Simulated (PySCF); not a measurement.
# InH2(iBu): geometry, NMR shifts and electronic excitations

Wanted: the NMR shifts and electronic excitations of InH2(iBu) (`[H][In]([H])[CH2]C(C)C`), by calculation.

Programs: PySCF 2.14.0, with density-fitted response routines of our own. Each step states its level of theory. These are calculated values for one molecule in the gas phase, unless marked as measured. Atoms count from 0, in the outputs and in this text.

## (1) Starting geometry

16 atoms, charge 0, multiplicity 1; geometry from: GFN2-xTB. The atoms were then displaced at random by about 0.03 Å, so the start is not that level's minimum.

Bonds of the start (Å): In0–H1 1.68, In0–H2 1.87, In0–C3 2.15, C3–C4 1.58, C3–H7 1.14, C3–H8 1.07, C4–C5 1.50, C4–C6 1.50, C4–H9 1.10, C5–H10 1.07, C5–H11 1.06, C5–H12 1.02, C6–H13 1.07, C6–H14 1.12, C6–H15 1.06.

## (2) Relaxing the molecule at PBE0-D3(BJ)/def2-SVP

The job: settings as JSON, then the geometry in Å.

```
{"job": {"xc": "PBE0", "basis": "def2-SVP", "d3": "d3bj", "grid": 1, "maxiter": 40, "shake": 0.03, "kind": "geom"}, "charge": 0, "multiplicity": 1}
In     1.064890     1.586160     1.155170
H      2.729470     1.788980     1.161330
H      0.204640     3.239950     1.071340
C     -0.018380    -0.263530     1.266150
C     -0.469080    -0.806890    -0.144800
C      0.793340    -1.036790    -0.927290
C     -1.328190     0.195220    -0.850160
H     -0.985030    -0.097340     1.843420
H      0.497140    -0.980870     1.867820
H     -1.014490    -1.743370     0.020720
H      1.308960    -0.114200    -1.061350
H      0.584890    -1.487200    -1.867480
H      1.385060    -1.697070    -0.413070
H     -0.862160     1.147900    -0.989930
H     -2.265220     0.385980    -0.268240
H     -1.660180    -0.150850    -1.797200
```

On the command line:

```sh
$ OMP_NUM_THREADS=1 python probes_run.py task.json out
```

The driver reads the jobs from task.json and runs them one after another.

**Question.** This job is followed by: GIAO PBE0/pcSseg-1 In:def2-TZVP NMR shielding, non-relativistic, gas phase; TDDFT B3LYP/def2-SVPD, vertical, gas phase, core orbitals frozen in the response; GIAO KT2/pcSseg-1 In:def2-TZVP NMR shielding, non-relativistic, gas phase. What will the session give for the following? rotational constants (main isotopes); ¹³C shifts against TMS (PBE0/def2-TZVP+pcSseg-1, means over atoms taken as alike); ¹H shifts against TMS (PBE0/def2-TZVP+pcSseg-1, means over atoms taken as alike); surface potential, 1st and 99th percentile; lowest singlet (B3LYP/def2-SVPD); brightest single state of those computed; lowest triplet; vertical ionisation energy (ΔSCF); vertical electron affinity (ΔSCF); range of the shift of C4.

The runs gave:

```
                                                                         quantity                        value
                                             rotational constants (main isotopes)         5.14, 1.31, 1.24 GHz
¹³C shifts against TMS (PBE0/def2-TZVP+pcSseg-1, means over atoms taken as alike)         33.5, 33.3, 31.5 ppm
 ¹H shifts against TMS (PBE0/def2-TZVP+pcSseg-1, means over atoms taken as alike)   6.80, 2.13, 1.45, 1.01 ppm
                                            surface potential, 1st and 99th percentile           -0.60 V and 2.47 V
                                                 lowest singlet (B3LYP/def2-SVPD)  4.04 eV (307 nm), f = 0.000
                                         brightest single state of those computed  state 4, 6.42 eV, f = 0.171
                                                                   lowest triplet                      3.78 eV
                                                vertical ionisation energy (ΔSCF)                      8.95 eV
                                                vertical electron affinity (ΔSCF)                      0.09 eV
                                                         range of the shift of C4             33.3 to 38.1 ppm
```

**Reading.** The start was shaken at random, so part of the energy gained undoes that. Over 6 steps the energy fell by 0.560 eV; of the close pairs, In0–H2 changed most, 1.866 to 1.743 Å. At PBE0/def2-TZVP+pcSseg-1: The widest tensor belongs to C3: span 80 ppm, with a paramagnetic part of -96 ppm. At PBE0/def2-TZVP+pcSseg-1, counted by nearest atom on the grid, the HOMO lies on C3 35 %; In0 15 %, the LUMO on In0 43 %; H1, H2 about 15 % each. The first singlet state (HOMO→LUMO 1.00) lies at 4.04 eV and is dark; of the 10 states computed, the strongest absorption comes from state 4 at 6.42 eV (the last state computed is bright too, and its partners may lie past the list). The lowest triplet lies 0.26 eV below the lowest singlet (triplets in Tamm-Dancoff, singlets in full TDDFT). Spin-orbit coupling, left out, mixes singlets and triplets in elements this heavy. ΔSCF puts the ionisation energy at 8.95 eV, 2.06 eV above −ε(HOMO). In ppm, C4 moves most: its shift spreads over 4.8 ppm, from 33.3 (PBE0/def2-TZVP+pcSseg-1) to 38.1 (KT2/def2-TZVP+pcSseg-1). Spin-orbit coupling is left out, which matters for shieldings and couplings at and beside the heavy atoms.
